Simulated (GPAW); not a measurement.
Crystal: W3N4.

```
CELL_PARAMETERS angstrom
4.12200 0.00000 0.00000
0.00000 4.12200 0.00000
0.00000 0.00000 4.12200
ATOMIC_POSITIONS crystal
W 0.50000 0.00000 0.50000
W 0.00000 0.50000 0.50000
W 0.50000 0.50000 0.00000
N 0.00000 0.00000 0.50000
N 0.00000 0.50000 0.00000
N 0.50000 0.00000 0.00000
N 0.50000 0.50000 0.50000
```

* Program: GPAW 26.7.0
* Task: relaxation of cell and atoms
* Functional: PBEsol
* Potentials or basis: PAW data sets generated in the run's folder for this functional
* Cutoff: 800 eV
* Basis: pw
* k mesh: 5 × 5 × 5
* Occupations: fermi-dirac, width 0.05 eV
* Spin: no spin polarisation

At the start: pressure 15.1 GPa; volume 10.01 Å³/atom.

Problem. How do energy, volume and symmetry change on relaxing?

Solution. Over 4 steps the energy falls by 18.8 meV/atom and the volume is 10.38 Å³/atom (+3.7 %); space group Pm-3m (No. 221, to 0.05 Å).

Step by step:
```tsv
step	energy change (eV)	largest force (eV/Å)	pressure (GPa)	volume (Å³)
1	0.0000	0.0000	15.08	70.04
2	-0.0370	0.0000	12.55	70.44
3	-0.1309	0.0000	0.48	72.56
4	-0.1317	0.0000	0.02	72.65
```

Final structure:
```
W N
1.0
     4.17260    0.00000    0.00000
     0.00000    4.17260    0.00000
     0.00000    0.00000    4.17260
W N
3 4
Direct
  0.50000 0.00000 0.50000
  0.00000 0.50000 0.50000
  0.50000 0.50000 0.00000
  0.00000 0.00000 0.50000
  0.00000 0.50000 0.00000
  0.50000 0.00000 0.00000
  0.50000 0.50000 0.50000
```

Caveat: later steps reuse the first step's grids.
